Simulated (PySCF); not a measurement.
# CH9PSi2: electronic excitations at several levels of theory

Aim: compute the electronic excitations of CH9PSi2 (`[SiH3]C[SiH2]P`) at several levels, and see how far they spread and what each costs.

Computed with PySCF 2.14.0, with density-fitted response routines of our own, on a single molecule in the gas phase. Atoms are numbered from 0 throughout.

### 1 The molecule as given

13 atoms, charge 0, multiplicity 1; geometry from: GFN2-xTB. The atoms were then displaced at random by about 0.01 Å, so the start is not that level's minimum.

Bonds of the start (Å): Si0–C1 1.87, C1–Si2 1.89, Si2–P3 2.29, Si0–H4 1.48, Si0–H5 1.46, Si0–H6 1.46, C1–H7 1.09, C1–H8 1.08, Si2–H9 1.45, Si2–H10 1.47, P3–H11 1.39, P3–H12 1.36.

### 2 Relaxing the molecule at PBE0-D3(BJ)/def2-SVP

Job settings and geometry (Å):

```
{"job": {"xc": "PBE0", "basis": "def2-SVP", "d3": "d3bj", "grid": 1, "shake": 0.01, "kind": "geom"}, "charge": 0, "multiplicity": 1}
Si    -2.237020    -0.199250    -0.480510
C     -0.521660    -0.585790     0.149970
Si     0.876040     0.399370    -0.660140
P      2.845560    -0.342290     0.248450
H     -2.565850     1.223080    -0.215970
H     -3.235570    -1.023810     0.196740
H     -2.310600    -0.416330    -1.925840
H     -0.473680    -0.420950     1.226860
H     -0.324510    -1.638840     0.019420
H      0.978940     0.134570    -2.082140
H      0.694550     1.842190    -0.444400
H      2.699060     0.376430     1.433070
H      3.580560     0.634730    -0.337090
```

Run with:

```sh
> OMP_NUM_THREADS=1 python probes_run.py task.json out
```

This one command runs all jobs of the session in turn.

The log of the run:

```text
step   0  E = -963.11653375  max force = 0.030507
step   1  E = -963.12192709  max force = 0.008139
step   2  E = -963.12230355  max force = 0.001673
step   3  E = -963.12233783  max force = 0.000707
step   4  E = -963.12234657  max force = 0.000444
optimisation converged
```

It took 24 s on 1 thread of Arm Neoverse V1, shared host; peak memory 0.46 GiB.

Along the way:

| step | energy from step 0 (eV) | largest force component (eV/Å) |
| --- | --- | --- |
| 0 | 0.0000 | 1.5687 |
| 1 | -0.1468 | 0.4185 |
| 2 | -0.1570 | 0.0860 |
| 3 | -0.1579 | 0.0364 |
| 4 | -0.1582 | 0.0228 |

Distances of close pairs at the start and the end, largest changes first:

| bond | before (Å) | after (Å) | change (Å) |
| --- | --- | --- | --- |
| P3–H12 | 1.356 | 1.428 | +0.073 |
| Si2–H9 | 1.450 | 1.496 | +0.046 |
| P3–H11 | 1.393 | 1.430 | +0.036 |
| Si0–H5 | 1.461 | 1.496 | +0.034 |
| Si0–H6 | 1.463 | 1.495 | +0.032 |
| Si2–H10 | 1.470 | 1.497 | +0.027 |
| C1–H8 | 1.079 | 1.104 | +0.024 |
| Si2–P3 | 2.292 | 2.269 | -0.023 |

The next job starts from the end point, and lists it.

| at the end point | value |
| --- | --- |
| point group (found at 0.08 Å tolerance) | C1 |
| rotational constants (GHz, main isotopes) | 11.928, 1.096, 1.043 |
| dipole moment (D) | 0.68 |

### 3 Ultraviolet spectrum: PBE0/def2-TZVP

Job settings and geometry (Å):

```
{"job": {"kind": "uv", "xc": "PBE0", "basis": "def2-TZVP"}, "charge": 0, "multiplicity": 1}
Si    -2.203544    -0.409646    -0.274862
C     -0.487096    -0.827399     0.377827
Si     0.920836     0.137181    -0.413062
P      2.894461    -0.578600     0.447647
H     -2.513697     1.031583    -0.024394
H     -3.246457    -1.243661     0.398635
H     -2.273034    -0.658366    -1.747637
H     -0.474014    -0.647401     1.466974
H     -0.301142    -1.905031     0.229441
H      0.965142    -0.129798    -1.884166
H      0.708955     1.605374    -0.213387
H      2.726292     0.136489     1.674059
H      3.650997     0.467911    -0.162380
```

Level: TDDFT PBE0/def2-TZVP, vertical, gas phase, core orbitals frozen in the response.

The log of the run:

```text
coarse grid: 11544 points
cycle   1  E = -963.4531567428  dE = -1.758e-01  |g| = 3.425e-01  |ddm| = 2.486e+00
cycle   2  E = -963.4425807022  dE =  1.058e-02  |g| = 3.785e-01  |ddm| = 4.962e-01
cycle   3  E = -963.4795184283  dE = -3.694e-02  |g| = 5.023e-02  |ddm| = 2.839e-01
cycle   4  E = -963.4801918794  dE = -6.735e-04  |g| = 1.288e-02  |ddm| = 4.813e-02
cycle   5  E = -963.4802352950  dE = -4.342e-05  |g| = 3.856e-03  |ddm| = 1.525e-02
cycle   6  E = -963.4802392635  dE = -3.968e-06  |g| = 7.667e-04  |ddm| = 4.286e-03
final grid: 95336 points
cycle   7  E = -963.4763486003  dE = -2.201e-05  |g| = 5.050e-03  |ddm| = 2.697e-02
cycle   8  E = -963.4763452817  dE =  3.319e-06  |g| = 5.980e-03  |ddm| = 7.188e-03
cycle   9  E = -963.4763541736  dE = -8.892e-06  |g| = 5.971e-04  |ddm| = 4.246e-03
cycle  10  E = -963.4763542631  dE = -8.951e-08  |g| = 9.141e-05  |ddm| = 5.333e-04
cycle  11  E = -963.4763542656  dE = -2.425e-09  |g| = 3.541e-05  |ddm| = 1.280e-04
cycle  12  E = -963.4763542660  dE = -4.054e-10  |g| = 6.407e-06  |ddm| = 3.610e-05
converged SCF energy = -963.4763542660

Static polarisability (au): isotropic 95.062, principal 78.624 84.055 122.508

Singlet excitations
state   eV       nm        f      main configurations
  1   6.3126    196.4   0.01055   H->L 0.57, H->L+2 0.32
  2   6.6887    185.4   0.01568   H->L+2 0.54, H->L+1 0.28, H->L 0.12
  3   6.8286    181.6   0.26372   H->L+1 0.55, H->L 0.25, H->L+2 0.10
  4   7.0482    175.9   0.01768   H->L+3 0.89
  5   7.4756    165.9   0.00795   H-1->L 0.93
  6   7.7062    160.9   0.06306   H->L+4 0.49, H-1->L+1 0.20, H->L+7 0.16
  7   7.7933    159.1   0.17101   H-1->L+1 0.53, H-1->L+2 0.33
  8   7.9335    156.3   0.11660   H-1->L+2 0.47, H->L+4 0.18, H-1->L+1 0.15
  9   7.9726    155.5   0.02679   H-2->L 0.85
 10   8.1050    153.0   0.06978   H->L+5 0.72

Triplet excitations (Tamm-Dancoff, eV): 5.4181 5.5294 6.3383 6.5109
```

Run time: 24 s. Hardware: 1 thread of Arm Neoverse V1, shared host; peak memory 0.82 GiB.

The orbitals next to the gap, with their largest atomic shares:

| orbital | eV | atoms |
| --- | --- | --- |
| HOMO−3 | -9.51 | Si0 35 %, H4 26 %, H6 11 % |
| HOMO−2 | -9.16 | Si2 20 %, Si0 17 %, C1 17 % |
| HOMO−1 | -8.59 | P3 26 %, C1 24 %, Si2 18 % |
| HOMO | -7.49 | P3 74 %, Si2 15 %, H10 5 % |
| LUMO | 0.04 | Si2 28 %, Si0 24 %, P3 23 % |
| LUMO+1 | 0.34 | Si2 34 %, Si0 29 %, P3 16 % |
| LUMO+2 | 0.45 | P3 49 %, H11 22 %, Si2 18 % |

With each of the 10 states as a Gaussian band of 0.4 eV half-width at 1/e, the curve within the window shown has maxima at 182 nm (ε 12,000), 158 nm (ε 17,000) L/(mol cm). Beyond the last state computed it falls off for lack of states. The curve at chosen wavelengths:

(nm, ε (L/mol/cm)): (148, 3914), (151, 8345), (154, 13293), (156, 15670), (159, 16449), (162, 13976), (165, 10134), (167, 7967), (170, 6420), (173, 7101), (176, 9147), (178, 10570), (181, 11840), (184, 11527), (187, 9810), (189, 8234), (192, 5796), (195, 3738), (198, 2259), (200, 1577), (203, 902), (206, 511), (209, 287), (211, 195), (214, 107), (217, 57)

Ground-state properties from the same run:

| property | computed |
| --- | --- |
| dipole moment (D) | 0.62 |
| polarisability (Å³) | 14.09 |
| HOMO–LUMO gap (eV) | 7.52 |
| −ε(HOMO) (eV) | 7.49 |

### 4 TDDFT and polarisability: PBE0/aug-cc-pVDZ

Settings changed since step 3:

```diff
@@ -1,2 +1,2 @@
-{"job": {"kind": "uv", "xc": "PBE0", "basis": "def2-TZVP"}, "charge": 0, "multiplicity": 1}
+{"job": {"kind": "uv", "xc": "PBE0", "basis": "aug-cc-pVDZ"}, "charge": 0, "multiplicity": 1}
 Si    -2.203544    -0.409646    -0.274862
```

Method: TDDFT PBE0/aug-cc-pVDZ, vertical, gas phase, core orbitals frozen in the response.

The log of the run:

```text
coarse grid: 11544 points
cycle   1  E = -963.3893610026  dE = -1.181e-01  |g| = 3.062e-01  |ddm| = 7.230e+00
cycle   2  E = -963.3790586231  dE =  1.030e-02  |g| = 3.544e-01  |ddm| = 1.411e+00
cycle   3  E = -963.4140442549  dE = -3.499e-02  |g| = 3.644e-02  |ddm| = 7.206e-01
cycle   4  E = -963.4144652869  dE = -4.210e-04  |g| = 1.148e-02  |ddm| = 1.308e-01
cycle   5  E = -963.4145138242  dE = -4.854e-05  |g| = 2.561e-03  |ddm| = 3.850e-02
cycle   6  E = -963.4145165119  dE = -2.688e-06  |g| = 5.229e-04  |ddm| = 8.502e-03
final grid: 95336 points
cycle   7  E = -963.4310200965  dE = -9.993e-06  |g| = 4.555e-03  |ddm| = 1.015e-01
cycle   8  E = -963.4310156177  dE =  4.479e-06  |g| = 6.046e-03  |ddm| = 2.125e-02
cycle   9  E = -963.4310259078  dE = -1.029e-05  |g| = 2.683e-04  |ddm| = 1.168e-02
cycle  10  E = -963.4310259328  dE = -2.504e-08  |g| = 6.587e-05  |ddm| = 9.444e-04
cycle  11  E = -963.4310259344  dE = -1.596e-09  |g| = 1.788e-05  |ddm| = 2.537e-04
cycle  12  E = -963.4310259345  dE = -1.203e-10  |g| = 3.784e-06  |ddm| = 5.741e-05
converged SCF energy = -963.4310259345

Static polarisability (au): isotropic 101.232, principal 84.159 89.658 129.880

Singlet excitations
state   eV       nm        f      main configurations
  1   6.1085    203.0   0.02573   H->L 0.81, H->L+1 0.17
  2   6.3163    196.3   0.05244   H->L+1 0.46, H->L+2 0.18, H->L+3 0.17
  3   6.5507    189.3   0.15486   H->L+1 0.31, H->L+3 0.26, H->L+4 0.17
  4   6.7131    184.7   0.07444   H->L+2 0.55, H->L+3 0.36
  5   7.1401    173.6   0.01082   H->L+5 0.59, H->L+6 0.18, H->L+4 0.11
  6   7.1710    172.9   0.01823   H-1->L 0.80
  7   7.2548    170.9   0.03469   H->L+4 0.50, H->L+6 0.15, H-1->L 0.11
  8   7.2586    170.8   0.02540   H->L+6 0.51, H->L+5 0.22
  9   7.4310    166.8   0.09896   H-1->L+1 0.77
 10   7.5256    164.7   0.01530   H->L+10 0.55, H->L+11 0.11, H-1->L+2 0.09

Triplet excitations (Tamm-Dancoff, eV): 5.4264 5.6015 5.9219 6.4055
```

Run time: 23 s. Hardware: 1 thread of Arm Neoverse V1, shared host; peak memory 0.8 GiB.

Key values: HOMO -7.48 eV, LUMO -0.36 eV; lowest singlet 6.11 eV.

### 5 Ultraviolet spectrum: PBE0/def2-TZVPD

Settings changed since step 4:

```diff
@@ -1,2 +1,2 @@
-{"job": {"kind": "uv", "xc": "PBE0", "basis": "aug-cc-pVDZ"}, "charge": 0, "multiplicity": 1}
+{"job": {"kind": "uv", "xc": "PBE0", "basis": "def2-TZVPD"}, "charge": 0, "multiplicity": 1}
 Si    -2.203544    -0.409646    -0.274862
```

Method: TDDFT PBE0/def2-TZVPD, vertical, gas phase, core orbitals frozen in the response.

The log of the run:

```text
coarse grid: 11544 points
cycle   1  E = -963.4539058903  dE = -1.756e-01  |g| = 3.431e-01  |ddm| = 2.681e+00
cycle   2  E = -963.4432325674  dE =  1.067e-02  |g| = 3.791e-01  |ddm| = 5.746e-01
cycle   3  E = -963.4802741260  dE = -3.704e-02  |g| = 5.084e-02  |ddm| = 2.769e-01
cycle   4  E = -963.4809635937  dE = -6.895e-04  |g| = 1.287e-02  |ddm| = 5.354e-02
cycle   5  E = -963.4810070607  dE = -4.347e-05  |g| = 3.920e-03  |ddm| = 1.750e-02
cycle   6  E = -963.4810111907  dE = -4.130e-06  |g| = 7.809e-04  |ddm| = 5.122e-03
final grid: 95336 points
cycle   7  E = -963.4771230813  dE = -2.397e-05  |g| = 5.065e-03  |ddm| = 9.352e-02
cycle   8  E = -963.4771197792  dE =  3.302e-06  |g| = 5.991e-03  |ddm| = 8.784e-03
cycle   9  E = -963.4771287003  dE = -8.921e-06  |g| = 6.023e-04  |ddm| = 4.510e-03
cycle  10  E = -963.4771287916  dE = -9.132e-08  |g| = 9.656e-05  |ddm| = 6.093e-04
cycle  11  E = -963.4771287943  dE = -2.705e-09  |g| = 3.728e-05  |ddm| = 1.632e-04
cycle  12  E = -963.4771287948  dE = -4.488e-10  |g| = 6.673e-06  |ddm| = 4.334e-05
converged SCF energy = -963.4771287948

Static polarisability (au): isotropic 100.549, principal 83.580 88.999 129.068

Singlet excitations
state   eV       nm        f      main configurations
  1   6.2063    199.8   0.00939   H->L 0.56, H->L+2 0.29
  2   6.2953    196.9   0.02962   H->L+1 0.66, H->L 0.19, H->L+2 0.12
  3   6.6159    187.4   0.24634   H->L+2 0.37, H->L+1 0.26, H->L 0.20
  4   6.7714    183.1   0.02441   H->L+3 0.79, H->L+2 0.11
  5   7.2520    171.0   0.01134   H-1->L 0.93
  6   7.3968    167.6   0.00474   H->L+5 0.47, H->L+4 0.27
  7   7.4638    166.1   0.03043   H->L+6 0.38, H-1->L+1 0.20, H->L+8 0.15
  8   7.4742    165.9   0.08464   H-1->L+1 0.59, H->L+4 0.17
  9   7.6087    163.0   0.07348   H->L+4 0.36, H->L+5 0.33, H-1->L+1 0.14
 10   7.7368    160.3   0.15490   H-1->L+2 0.54, H-2->L 0.17

Triplet excitations (Tamm-Dancoff, eV): 5.3423 5.4661 6.0483 6.3684
```

It took 35 s on 1 thread of Arm Neoverse V1, shared host; peak memory 0.88 GiB.

This run: HOMO -7.50 eV, LUMO -0.21 eV; lowest singlet 6.21 eV.

### 6 Ultraviolet spectrum: PBE0/6-31+G*

Settings changed since step 5:

```diff
@@ -1,2 +1,2 @@
-{"job": {"kind": "uv", "xc": "PBE0", "basis": "def2-TZVPD"}, "charge": 0, "multiplicity": 1}
+{"job": {"kind": "uv", "xc": "PBE0", "basis": "6-31+G*"}, "charge": 0, "multiplicity": 1}
 Si    -2.203544    -0.409646    -0.274862
```

With the program's defaults for keys left out, this is: TDDFT PBE0/6-31+G*, vertical, gas phase, core orbitals frozen in the response.

The log of the run:

```text
coarse grid: 11544 points
cycle   1  E = -963.4020452361  dE = -1.455e-01  |g| = 3.116e-01  |ddm| = 3.062e+00
cycle   2  E = -963.3916230464  dE =  1.042e-02  |g| = 3.610e-01  |ddm| = 7.575e-01
cycle   3  E = -963.4284606381  dE = -3.684e-02  |g| = 3.263e-02  |ddm| = 4.389e-01
cycle   4  E = -963.4287819167  dE = -3.213e-04  |g| = 1.141e-02  |ddm| = 7.468e-02
cycle   5  E = -963.4288310757  dE = -4.916e-05  |g| = 2.178e-03  |ddm| = 2.537e-02
cycle   6  E = -963.4288330581  dE = -1.982e-06  |g| = 3.524e-04  |ddm| = 6.107e-03
final grid: 95336 points
cycle   7  E = -963.3713207986  dE = -7.470e-06  |g| = 4.699e-03  |ddm| = 3.013e-02
cycle   8  E = -963.3713166740  dE =  4.125e-06  |g| = 6.104e-03  |ddm| = 1.222e-02
cycle   9  E = -963.3713272050  dE = -1.053e-05  |g| = 3.023e-04  |ddm| = 7.006e-03
cycle  10  E = -963.3713272378  dE = -3.285e-08  |g| = 4.784e-05  |ddm| = 6.313e-04
cycle  11  E = -963.3713272385  dE = -7.315e-10  |g| = 1.736e-05  |ddm| = 1.167e-04
converged SCF energy = -963.3713272385

Static polarisability (au): isotropic 89.282, principal 74.493 79.372 113.982

Singlet excitations
state   eV       nm        f      main configurations
  1   6.2158    199.5   0.02160   H->L 0.67, H->L+1 0.29
  2   6.4361    192.6   0.12280   H->L+1 0.51, H->L 0.21, H->L+2 0.14
  3   6.6900    185.3   0.16036   H->L+3 0.47, H->L+2 0.16, H->L+1 0.12
  4   6.8463    181.1   0.08906   H->L+2 0.62, H->L+3 0.29
  5   7.2956    169.9   0.01332   H-1->L 0.94
  6   7.3685    168.3   0.01088   H->L+5 0.85
  7   7.5004    165.3   0.03257   H->L+4 0.59, H-1->L+1 0.21
  8   7.5496    164.2   0.06665   H->L+6 0.84
  9   7.6000    163.1   0.17707   H-1->L+1 0.71, H->L+4 0.19
 10   7.8063    158.8   0.02480   H-2->L 0.69, H-1->L+2 0.17

Triplet excitations (Tamm-Dancoff, eV): 5.4202 5.6504 5.9991 6.4983
```

Wall time 9.7 s (1 thread of Arm Neoverse V1, shared host); peak memory 0.56 GiB.

In short: HOMO -7.48 eV, LUMO -0.27 eV; lowest singlet 6.22 eV.

### 7 Run by run: electronic excitations

Excitations and ground-state properties, with basis size and wall time:

| run | lowest singlet (eV) | brightest (eV) | f | gap (eV) | α (Å³) | μ (D) | functions | time |
| --- | --- | --- | --- | --- | --- | --- | --- | --- |
| PBE0/def2-TZVP | 6.31 | 6.83 | 0.264 | 7.52 | 14.09 | 0.62 | 196 | 24 s |
| PBE0/aug-cc-pVDZ | 6.11 | 6.55 | 0.155 | 7.12 | 15.00 | 0.61 | 185 | 23 s |
| PBE0/def2-TZVPD | 6.21 | 6.62 | 0.246 | 7.28 | 14.90 | 0.60 | 247 | 35 s |
| PBE0/6-31+G* | 6.22 | 7.60 | 0.177 | 7.21 | 13.23 | 0.70 | 102 | 9.7 s |

### 8 Outcome

| quantity | value |
| --- | --- |
| point group | C1 |
| rotational constants (main isotopes) | 11.93, 1.10, 1.04 GHz |
| lowest singlet (PBE0/def2-TZVP) | 6.31 eV (196 nm), f = 0.011 |
| brightest single state of those computed | state 3, 6.83 eV, f = 0.264 |
| lowest triplet | 5.42 eV |
| range of the lowest singlet | 6.11 to 6.31 eV |

In words: Single values in the summary come from the first run of each kind that ended normally (PBE0/def2-TZVP), which need not be the best level. The optimisation took 4 steps and gained 0.158 eV; among the close pairs (by a distance rule), P3–H12 changed most, from 1.356 to 1.428 Å. No frequency check was run at this level, so the end point may be a saddle. The first singlet state (HOMO→LUMO 0.57, HOMO→LUMO+2 0.32) lies at 6.31 eV and is weak; of the 10 states computed, the strongest absorption comes from state 3 at 6.83 eV. The lowest triplet lies 0.89 eV below the lowest singlet (triplets in Tamm-Dancoff, singlets in full TDDFT). The basis of PBE0/def2-TZVP has no diffuse functions, so Rydberg states are missing and the high states are unreliable. The lowest singlet runs from 6.11 eV (PBE0/aug-cc-pVDZ) to 6.31 eV (PBE0/def2-TZVP), while the orbital gap spans 7.12 to 7.52 eV. The lowest state need not be the same one in every run.
